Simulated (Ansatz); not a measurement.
Runs of Ansatz 0.2.0 on MnPt2. The structure is trigonal, space group P-3m1 (No. 164). Conventional cell: a = 2.858 Å, b = 2.858 Å, c = 6.533 Å, α = 90.00°, β = 90.00°, γ = 120.00°. Pt (site symmetry 3m) has 3 Mn at 2.64 Å and 9 Pt at 2.86 to 2.91 Å as nearest neighbours. Mn (site symmetry -3m) has 6 Pt at 2.64 Å and 6 Mn at 2.86 Å as nearest neighbours. The cell comes from a database or a generator and needn't be the stable form of this composition.

```csv
task,level,potentials or basis,cutoff (eV),basis error allowed,gap on the mesh (eV),pressure (GPa),moment (μB),V0 of scaled cells (Å³/atom),B0 (GPa),largest force (eV/Å)
equation of state,PBEsol,"all-electron LAPW, scalar-relativistic",-,0.001 eV/atom,-,-,-,14.61,(b),-
equation of state,PBE,"all-electron LAPW, scalar-relativistic",-,0.001 eV/atom,-,-,-,15.37,(a),-
band structure,LDA,"all-electron LAPW, scalar-relativistic",261,0.002 eV/atom,-,-15.7,4.28,-,-,0.09
single point,PBE,"all-electron LAPW, scalar-relativistic",282,0.001 eV/atom,none,-0.5,4.55,-,-,0.02
band structure,PBE,"all-electron LAPW, scalar-relativistic",261,0.002 eV/atom,-,-0.5,4.55,-,-,0.02
single point,PBEsol,"all-electron LAPW, scalar-relativistic",282,0.001 eV/atom,none,-9.2,4.51,-,-,0.03
band structure,PBEsol,"all-electron LAPW, scalar-relativistic",261,0.002 eV/atom,-,-9.2,4.51,-,-,0.03
band structure,PBEsol,all-electron PAW datasets made for the crystal,280,-,-,-9.2,4.51,-,-,0.03
```

Alike in all rows: spin collinear, ferromagnetic start; cell as given; k mesh 11 × 11 × 4; smearing fermi-dirac 0.05 eV.

Q: Estimate the missing entries.

A: (a) 177; (b) 189.

Caveats: the cell was scaled at fixed shape and fractional positions, which overstates the stiffness of a crystal with free parameters, most of all of layers and chains (some runs).

A k mesh can miss the band edges, and the runs leave out spin-orbit coupling on Pt.

A gap of «none» marks a metal or a gap under the smearing width.

Not every run made on this cell is shown here.
